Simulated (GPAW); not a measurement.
RhN:

```
Rh N
1.0
     0.00000    2.43105    2.43105
     2.43105    0.00000    2.43105
     2.43105    2.43105    0.00000
Rh N
1 1
Direct
  0.00000 0.00000 0.00000
  0.25000 0.25000 0.25000
```

The cell comes from a database or a generator and needn't be the stable form of this composition.

Base run:

* Program: GPAW 26.7.0
* Functional: LDA
* Potentials or basis: the program's PAW data sets (release 1.2.1) made for this functional
* Cutoff: 800 eV
* Basis: pw
* k mesh: 7 × 7 × 7
* Occupations: gaussian, width 0.05 eV
* Spin: collinear spin, ferromagnetic start
* Starting moments: [0.6, 0.0] μB
* Hubbard terms: Rh d U = 8 eV

Its results: band gap on the k mesh none (metal or under the smearing width); pressure -3.0 GPa; net moment 2.00 μB per cell.

Task: The run is repeated on the same cell with these changes: spin from collinear spin, ferromagnetic start to collinear spin, zero start; moments at the start from [0.6, 0.0] to [0.0, 0.0]. What comes out?

Result: Band gap on the k mesh none (metal or under the smearing width); pressure -34.6 GPa; net moment 0.00 μB per cell.

Caveats: a pressure of tens of GPa on the cell as given is suspect, and the run, the potentials or the cell itself is likely at fault (some runs).
